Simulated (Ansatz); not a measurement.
**H9NOSi3: one species, many methods**

An exercise on one series of results from a longer session: the logs are not shown, and one member is left open.

Program: Ansatz 0.2.0, Gaussian basis. Level of theory: functionals in def2-TZVPP, the program's frozen cores in correlated methods. These are calculated values, not measurements.

Levels to be run: PBE-D4, r2SCAN-D4, PBE0-D4, B3LYP-D4, ωB97X-V, ωB97M-V, B2PLYP; CCSD(T)/def2-TZVPP; MP2/def2-QZVPP; extrapolation to the limit.

**The relaxed structure**

The geometry comes from an earlier relaxation with PBE0-D4 in a triple-zeta def2 set; it is a stationary point, not always the lowest conformer.

SMILES `O[SiH2]N[SiH2][SiH3]`, 14 atoms, charge 0, spin multiplicity 1.

Atoms are counted from 1 here; the program's logs count them from 0.

Bond lengths: O1–Si2 1.644 Å, O1–H6 0.958 Å, Si2–N3 1.717 Å, Si2–H7 1.487 Å, Si2–H8 1.479 Å, N3–Si4 1.733 Å, N3–H9 1.012 Å, Si4–Si5 2.343 Å, Si4–H10 1.492 Å, Si4–H11 1.492 Å, Si5–H12 1.490 Å, Si5–H13 1.486 Å, Si5–H14 1.490 Å. Angles: Si2–O1–H6 117.7°, O1–Si2–N3 114.8°, O1–Si2–H7 110.8°, O1–Si2–H8 103.4°, N3–Si2–H7 105.2°, N3–Si2–H8 110.6°, H7–Si2–H8 112.3°, Si2–N3–Si4 129.1°, Si2–N3–H9 115.6°, Si4–N3–H9 115.2°, N3–Si4–Si5 111.3°, N3–Si4–H10 110.4°, N3–Si4–H11 111.6°, Si5–Si4–H10 108.1°, Si5–Si4–H11 109.2°, H10–Si4–H11 106.2°, Si4–Si5–H12 111.0°, Si4–Si5–H13 112.8° and more.

Set-up of the first run:

The input, in.yaml:

```yaml
crystal:
  periodic: [false, false, false]
  atoms:
    - {symbol: O, position_ang: [-2.016159, 0.510394, 1.956223]}
    - {symbol: Si, position_ang: [-1.588044, -0.525547, 0.753210]}
    - {symbol: N, position_ang: [0.027101, -1.102513, 0.839403]}
    - {symbol: Si, position_ang: [1.404554, -0.639081, -0.103697]}
    - {symbol: Si, position_ang: [0.880096, 1.111168, -1.569748]}
    - {symbol: H, position_ang: [-1.536213, 1.337255, 2.023454]}
    - {symbol: H, position_ang: [-1.695820, 0.133938, -0.575001]}
    - {symbol: H, position_ang: [-2.547043, -1.641715, 0.905216]}
    - {symbol: H, position_ang: [0.214233, -1.770978, 1.575776]}
    - {symbol: H, position_ang: [2.512854, -0.182294, 0.785384]}
    - {symbol: H, position_ang: [1.945913, -1.787642, -0.886400]}
    - {symbol: H, position_ang: [0.246613, 2.245174, -0.840794]}
    - {symbol: H, position_ang: [-0.019961, 0.687614, -2.673558]}
    - {symbol: H, position_ang: [2.158876, 1.595026, -2.160768]}
basis:
  gaussian: {orbitals: def2-TZVPP}
hamiltonian: {xc: pbe, dispersion: d4}
output: {forces: true, orbitals: {seedname: orbitals}}
```

Command:

```sh
> ansatz run in.yaml --threads 2 --pin off --events-out ev --progress --plain --max-ram 32768MiB --backend cuda --devices 0, --max-vram 18GiB
```

Among the steps run: PBE-D4 (GGA); r2SCAN-D4 (meta-GGA); PBE0-D4 (hybrid); B3LYP-D4 (hybrid); ωB97X-V (range-separated); ωB97M-V (range-separated); B2PLYP (double hybrid); CCSD(T) in def2-TZVPP; MP2 in def2-QZVPP.

One table of the session follows, with a row left open; its other results are not shown here.

It belongs to the step «Atomisation energies». 

```
            method  atomisation energy (eV)
            PBE-D4                   47.255
         r2SCAN-D4                   47.316
           PBE0-D4                   46.822
          B3LYP-D4                        ?
           ωB97X-V                   47.875
           ωB97M-V                   47.602
            B2PLYP                   46.817
     HF/def2-TZVPP                   34.763
    MP2/def2-TZVPP                   46.354
   CCSD/def2-TZVPP                   45.704
CCSD(T)/def2-TZVPP                   46.231
           MP2/CBS                   47.778
       CCSD(T)/CBS                   47.655
```

**Question.** Estimate the row for B3LYP-D4.

As computed: atomisation energy (eV): 47.477. In the column «atomisation energy (eV)» it lies between r2SCAN-D4 (47.316) and ωB97M-V (47.602).

Limits of these values: Free atoms (1 O, 3 Si, 1 N, 9 H) were run apart at each level; the atomisation energy is their sum less the molecule, without zero-point or spin-orbit terms.
